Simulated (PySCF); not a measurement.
# C2H7IOSi2: the cost of one run

Computed with PySCF 2.14.0 and routines of our own; the level stands in each step. Atoms count from 0.

## 1. The starting structure

13 atoms, charge 0, multiplicity 1; geometry from: GFN2-xTB.

## 2. Relaxing the molecule at PBE0-D3(BJ)/def2-SVP

Job settings and geometry (Å):

```
{"job": {"xc": "PBE0", "basis": "def2-SVP", "d3": "d3bj", "grid": 1, "maxiter": 30, "shake": 0.01, "kind": "geom"}, "charge": 0, "multiplicity": 1}
I     -0.646520     3.358470     0.850300
Si     0.064360     1.057110     1.129000
C     -1.182680    -0.158080     0.340950
C     -0.298430    -1.168930    -0.453820
Si     1.255690    -0.299170    -1.049710
O      1.344690     0.840040     0.152870
H      0.521610     0.854980     2.495930
H     -1.808470     0.391800    -0.335590
H     -1.808130    -0.650520     1.092550
H     -0.926280    -1.607510    -1.245950
H     -0.061650    -2.003230     0.213950
H      1.104430     0.433340    -2.286740
H      2.447190    -1.065170    -0.914050
```

On the command line:

```bash
$ OMP_NUM_THREADS=1 python heavy_run.py task.json out
```

The driver reads the jobs from task.json and runs them one after another.

**Question.** How long does this first job take on 1 thread of AMD EPYC 9R45, shared host, and how much memory does it need?

About 27 s, with a peak of 0.57 GiB.
